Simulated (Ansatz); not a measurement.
# AsH4NTe, SMILES N[AsH][TeH]: a ladder of basis sets

Run with the Python package of Ansatz (0.2.0).

`ash4nte.py`:
```python
'''How the energy of AsH4NTe converges with the basis.'''

from dataclasses import dataclass

import ansatz as az


@dataclass(frozen=True)
class RunConfig:
    xc: str = 'PBE0'
    vdw: str = 'd3bj'


settings = RunConfig()

geometry_ang = [
    ('N', [-0.5464, 0.4739, -0.7811]),
    ('As', [-0.6522, 0.0805, 1.0567]),
    ('Te', [0.8517, -1.9812, 0.7026]),
    ('H', [-1.1812, -0.1207, -1.2779]),
    ('H', [-0.9938, 1.4714, -0.905]),
    ('H', [0.5682, 1.0287, 1.3736]),
    ('H', [2.0149, -1.0206, -0.2145]),
]
ash4nte = az.Crystal.molecule()
for symbol, xyz in geometry_ang:
    ash4nte = ash4nte.atom(symbol, xyz)

model = (
    ash4nte.calculation()
    .functional(settings.xc, dispersion=settings.vdw)
)

energies = {}
for basis in ['def2-SVP', 'def2-SVPD', 'def2-TZVP', 'def2-TZVPP']:
    rep = model.basis(gaussian=basis).run(threads=1, backend='cpu').report
    size = rep['n_frozen'] + rep['n_occupied'][0] + rep['n_virtual'][0]
    energies[basis] = (rep['reference_energy_ev'] / 27.211386246, rep['free_energy_ev'] / 27.211386246)
    print(f'{basis:14s} {size:4d} orbitals  reference {energies[basis][0]:14.6f} Ha  total {energies[basis][1]:14.6f} Ha')

last = energies['def2-TZVPP'][1]
for basis, (_, total) in energies.items():
    print(f'{basis:14s} lies {27.211386 * (total - last):9.4f} eV above def2-TZVPP')
```

```console
$ python ash4nte.py
def2-SVP         92 orbitals  reference   -2560.396438 Ha  total   -2560.402411 Ha
def2-SVPD       125 orbitals  reference   -2560.408711 Ha  total   -2560.414684 Ha
def2-TZVP       153 orbitals  reference   -2560.754138 Ha  total   -2560.760111 Ha
def2-TZVPP      185 orbitals  reference   -2560.756425 Ha  total   -2560.762398 Ha
def2-SVP       lies    9.7957 eV above def2-TZVPP
def2-SVPD      lies    9.4618 eV above def2-TZVPP
def2-TZVP      lies    0.0622 eV above def2-TZVPP
def2-TZVPP     lies    0.0000 eV above def2-TZVPP
```

Against def2-SVP: def2-SVPD -12.3 mHa, def2-TZVP -357.7 mHa and def2-TZVPP -360.0 mHa. The last step alone is -2.29 mHa (these two sets differ little on atoms other than hydrogen). From the first set to the last the time grows from 3.1 to 5.2 s.

Reading the output:
- The drop along the ladder measures the basis error, and is no property of the molecule.
- The geometry is a force-field or estimated start, not a minimum of this method, and the last set is no limit. Much of the fall in a total is atomic energy, which cancels in bond and reaction energies.
- def2 sets replace the cores of elements past krypton by effective core potentials.
- Total less reference energy is the dispersion correction.
- Hardware and time: 16 s on 1 thread of Arm Neoverse V2, on a shared host, peak memory 0.43 GiB.
